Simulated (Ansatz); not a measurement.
# C₂H₅Ga: how energies converge with the basis set

One table from this session's results is given with a row withheld; the runs are named, their logs left out.

Program: Ansatz 0.2.0, Gaussian basis. Level of theory: one geometry, several basis sets. These are calculated values, not measurements.

The runs, in order: PBE0-D4/def2-SVP; ωB97M-V/def2-SVP; PBE0-D4/def2-QZVPP; ωB97M-V/def2-QZVPP; the functionals' def2-TZVPP values are taken from earlier runs.

**The geometry**

The geometry comes from an earlier relaxation with PBE0-D4 in a triple-zeta def2 set; it is a stationary point, not always the lowest conformer.

SMILES `C=[CH][GaH2]`, 8 atoms, charge 0, spin multiplicity 1.

Atoms are counted from 1 here; the program's logs count them from 0.

Bond lengths: C1–C2 1.334 Å, C1–H4 1.088 Å, C1–H5 1.089 Å, C2–Ga3 1.950 Å, C2–H6 1.089 Å, Ga3–H7 1.572 Å, Ga3–H8 1.569 Å. Angles: C2–C1–H4 121.7°, C2–C1–H5 122.7°, H4–C1–H5 115.6°, C1–C2–Ga3 120.5°, C1–C2–H6 117.7°, Ga3–C2–H6 121.8°, C2–Ga3–H7 116.7°, C2–Ga3–H8 122.0°, H7–Ga3–H8 121.3°.

The first run:

Contents of in.yaml:

```yaml
crystal:
  periodic: [false, false, false]
  atoms:
    - {symbol: C, position_ang: [-0.547278, 1.051877, -0.727256]}
    - {symbol: C, position_ang: [-0.430953, 0.357416, 0.405617]}
    - {symbol: Ga, position_ang: [0.744898, -1.195277, 0.498988]}
    - {symbol: H, position_ang: [0.002903, 0.778760, -1.624968]}
    - {symbol: H, position_ang: [-1.193124, 1.923430, -0.818210]}
    - {symbol: H, position_ang: [-1.012234, 0.689191, 1.264354]}
    - {symbol: H, position_ang: [1.528502, -1.568262, -0.811694]}
    - {symbol: H, position_ang: [0.907287, -2.037115, 1.813149]}
basis:
  gaussian: {orbitals: def2-SVP}
hamiltonian: {xc: pbe0, dispersion: d4}
output: {orbitals: {seedname: orbitals}}
```

Launch:

```sh
> ansatz run in.yaml --threads 4 --pin off --events-out ev --progress --plain --max-ram 10444MiB
```

Steps of the session up to this table: PBE0-D4 in def2-SVP; ωB97M-V in def2-SVP; PBE0-D4 in def2-QZVPP; ωB97M-V in def2-QZVPP.

One table of the session follows, with a row left open; its other results are not shown here.

| functional | basis | HOMO (eV) | LUMO (eV) |
| --- | --- | --- | --- |
| PBE0-D4 | def2-SVP | -8.02 | -1.69 |
| PBE0-D4 | def2-TZVPP | ? | ? |
| PBE0-D4 | def2-QZVPP | -8.04 | -1.77 |
| ωB97M-V | def2-SVP | -10.20 | 0.11 |
| ωB97M-V | def2-TZVPP | -10.24 | 0.03 |
| ωB97M-V | def2-QZVPP | -10.25 | -0.09 |

**Question.** Estimate the row for PBE0-D4, def2-TZVPP.

**Answer.** HOMO (eV): -8.04; LUMO (eV): -1.74.
